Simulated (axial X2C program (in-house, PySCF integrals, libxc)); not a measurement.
# A two-component session on AuF⁺: EOM-IP-CCSD levels

Wanted for AuF⁺: EOM-IP-CCSD levels, at the two-component level.

Method: two-component X2C with atomic mean-field terms, Au dyall-cv3z, F dyall-av3z; program: an in-house X2C program for linear molecules on PySCF integrals.

All values are calculated.

## 1. Set-up

task.json reads:

```json
{"zs": [79, 9], "q": 1, "bas": ["dyall-cv3z", "dyall-av3z"], "r0": 1.88, "eom": "ip", "rq": 0, "thr": -2.0, "nmax": 95, "grid": [1, 0.96, 1.045, 0.92, 1.09, 1.15]}
```

Keys: zs atomic numbers; q charge; bas basis sets; r0 starting distance in Å; eom kind of EOM run; thr threshold in hartree for freezing inner shells (an s shell follows its p shell); nmax most natural virtual spinors; grid distances as factors.

On the command line:

```console
python soeom.py task.json out
```

After this run come: EOM-IP-CCSD at 1.925 Å.

What does the calculation give? Wanted: next root; T1 of the reference; lowest state, Re and ωe.

The runs gave:

```
               quantity                            value
 lowest root at 1.925 Å               Ω = 1/2, 10.990 eV
              next root  Ω = 3/2, about 1870 cm⁻¹ higher
    T1 of the reference                            0.022
lowest state, Re and ωe                1.878 Å, 603 cm⁻¹
```

The first ionisation of AuF costs 10.99 eV and empties a spinor of 35% Au dσ, 23% F pσ, 15% Au sσ. Errors of 0.1 to 0.3 eV are usual at this size, and roots led by higher excitations are left out, so the list is incomplete, and low states of that kind can be missing. The bond is 0.052 Å shorter than in the closed-shell reference at CCSD (1.930 Å).
